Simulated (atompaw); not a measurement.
# Cu: the cost of one run

Method: atompaw 4.2.0.5, PBE, scalar-relativistic.

## 1. The design

The settings as typed:

| Item | Value |
| --- | --- |
| element | copper (Cu, Z = 29) |
| type | PAW |
| frozen core | [Ar] |
| valence charge | 11 |
| reference configuration | 3d10 4s1 4p0 |
| partial waves | 4s (bound): rc 3.00 bohr; 4s channel at 0.25 Ry: rc 3.00 bohr; 4p (bound, empty): rc 3.00 bohr; 4p channel at 0.45 Ry: rc 3.00 bohr; 3d (bound): rc 0.75 bohr; 3d channel at 1.2 Ry: rc 0.75 bohr |
| local potential | vpsmatchnc scheme with l = 3 at 0 Ry, radius 2.20 bohr |
| core correction | smooth core density matched at 2.05 bohr |
| augmentation charge | sinc compensation charge, radius 3.00 bohr; PAW radius 3.00 bohr; waves and projectors: custom rrkj vanderbiltortho |

The outer shells as boxes (Hund's rule for the drawing; the calculation is spin-unpolarised):

```
[Ar] core
3d [↑↓][↑↓][↑↓][↑↓][↑↓]
4s [↑ ]
4p [  ][  ][  ]
```

An earlier all-electron run gives the scale for the radii.

All-electron outer shells of the reference configuration (PBE, scalar-relativistic, ld1.x):

| shell | level (eV) | outermost node (bohr) | outermost maximum (bohr) |
| --- | --- | --- | --- |
| 3s | -114.70 | 0.29 | 0.61 |
| 3p | -72.14 | 0.26 | 0.62 |
| 3d | -5.04 | – | 0.60 |
| 4s | -4.61 | 0.89 | 2.27 |
| 4p | -0.70 | 0.97 | 3.65 |

## 2. Generation

Contents of Cu.input:

```
Cu 29
GGA-PBE scalarrelativistic loggrid 1500 logderivrange -2 5 176
4 4 3 0 0 0
4 0 1
4 1 0
0 0 0
c
c
c
v
c
c
v
v
2
3.00 3.00 2.20 2.05
y
0.25
n
y
0.45
n
y
1.2
n
custom rrkj vanderbiltortho sinc
3 0 vpsmatchnc
3.00
3.00
3.00
3.00
0.75
0.75
PWSCFOUT
UPFDX 0.0125d0 UPFXMIN -7.d0 UPFZMESH 29.d0
END
```

Launch:

```sh
atompaw < Cu.input > Cu.log
```

**Question.** How long does this run take on 1 thread of Intel Xeon 6975P-C, shared host?

About 4.8 s.
